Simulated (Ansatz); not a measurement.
# Bi started on a Zn site and Bi started on a Zn site in perovskite KZnF3, 40 atoms, charge 0

How does the host give way around this defect, and what happens to the levels at the gap? The levels of theory are PBEsol and HSE06.

All numbers are computed with Ansatz 0.2.0 (PAW, plane waves).

### 1 Starting point

40 atoms (8 K, 2 Bi, 6 Zn, 24 F); a = 8.105 Å, b = 8.105 Å, c = 8.105 Å, α = 90.00°, β = 90.00°, γ = 90.00°. All atoms were shaken off their sites by about 0.02 Å along each axis. Defect site 1: (0.250, 0.250, 0.250). Defect site 2: (0.250, 0.750, 0.750).

Plan of the steps: (2) PBEsol relaxation at the single k point (¼, ¼, ¼), on 8 threads of AMD EPYC 9R45; (3) HSE06 single point at the single k point (¼, ¼, ¼), on 8 threads of AMD EPYC 9R45.

### 2 Relaxation of the positions (PBEsol)

The input, in.yaml:

```yaml
crystal:
  lattice:
    - [8.104526, 0.000000, 0.000000]
    - [0.000000, 8.104526, 0.000000]
    - [0.000000, 0.000000, 8.104526]
  atoms:
    - { symbol: K, position: [0.004653, 0.996668, 0.998182] }
    - { symbol: K, position: [0.995067, 0.998772, 0.499709] }
    - { symbol: K, position: [0.001341, 0.500283, 0.999458] }
    - { symbol: K, position: [0.003618, 0.499530, 0.499819] }
    - { symbol: K, position: [0.499265, 0.000404, 0.999037] }
    - { symbol: K, position: [0.497811, 0.004593, 0.497617] }
    - { symbol: K, position: [0.498945, 0.499055, 0.995134] }
    - { symbol: K, position: [0.502483, 0.502718, 0.500250] }
    - { symbol: Bi, position: [0.251464, 0.249630, 0.249392] }
    - { symbol: Bi, position: [0.248846, 0.749736, 0.748014] }
    - { symbol: Zn, position: [0.253551, 0.251848, 0.747080] }
    - { symbol: Zn, position: [0.247012, 0.749249, 0.247915] }
    - { symbol: Zn, position: [0.747922, 0.246271, 0.250277] }
    - { symbol: Zn, position: [0.750456, 0.246322, 0.749004] }
    - { symbol: Zn, position: [0.752753, 0.747504, 0.252224] }
    - { symbol: Zn, position: [0.750520, 0.748570, 0.747026] }
    - { symbol: F, position: [0.250451, 0.250052, 0.001590] }
    - { symbol: F, position: [0.250933, 0.245347, 0.499709] }
    - { symbol: F, position: [0.254010, 0.750667, 0.995115] }
    - { symbol: F, position: [0.249990, 0.750237, 0.500775] }
    - { symbol: F, position: [0.755487, 0.254767, 0.000689] }
    - { symbol: F, position: [0.753604, 0.250240, 0.498598] }
    - { symbol: F, position: [0.753961, 0.749743, 0.998003] }
    - { symbol: F, position: [0.748758, 0.750400, 0.495784] }
    - { symbol: F, position: [0.001934, 0.249257, 0.248485] }
    - { symbol: F, position: [0.999950, 0.249783, 0.751456] }
    - { symbol: F, position: [0.999158, 0.753929, 0.249706] }
    - { symbol: F, position: [0.001005, 0.749219, 0.749497] }
    - { symbol: F, position: [0.498481, 0.251395, 0.253361] }
    - { symbol: F, position: [0.499921, 0.250516, 0.749353] }
    - { symbol: F, position: [0.503077, 0.751100, 0.250999] }
    - { symbol: F, position: [0.496197, 0.751655, 0.749713] }
    - { symbol: F, position: [0.248445, 0.002241, 0.245329] }
    - { symbol: F, position: [0.248103, 0.001130, 0.751302] }
    - { symbol: F, position: [0.252777, 0.502886, 0.247898] }
    - { symbol: F, position: [0.250561, 0.502222, 0.750451] }
    - { symbol: F, position: [0.751508, 0.003757, 0.248905] }
    - { symbol: F, position: [0.749933, 0.000247, 0.745716] }
    - { symbol: F, position: [0.748765, 0.498545, 0.247589] }
    - { symbol: F, position: [0.749636, 0.499512, 0.750925] }
  symmetry: { detect: false }
kpoints:
  mp_grid: { grid: [1, 1, 1], shift: [0.25, 0.25, 0.25] }
hamiltonian:
  xc: pbesol
scf:
  occupations: { method: fermi_dirac, width: 0.01 }
relax:
  f_tol: 0.03
  max_steps: 80
  escape_saddle: false
  adjacent_minimum: "off"
output:
  forces: true
  eigenvalues: true
  populations: true
```

Run with:

```sh
> ansatz run in.yaml --threads 8 --pin off --max-ram 13300MiB --runs-dir r --events-out ev --progress --plain
```

Further steps of the session: HSE06 single point.

What does the calculation give? Wanted: for each run, top filled to lowest empty.

The runs gave:

```
             level                  time  top filled to lowest empty (eV)
PBEsol, relaxation  72 s (8 CPU threads)                             2.28
             HSE06  41 s (8 CPU threads)                             3.44
```

```
     quantity                              value
   relaxation  40 recorded steps, 8.72 eV gained
largest shift                       2.65 Å (F18)
```

**Reading.** Relaxation gains 8.72 eV, with shifts up to 2.65 Å (F18). At the same k points, PBEsol gives a spacing 1.17 eV smaller than the 3.44 eV of HSE06. In a defect cell this spacing can involve defect levels, so it need not be the gap. No spin–orbit coupling is included; with elements this heavy it would shift the edges.
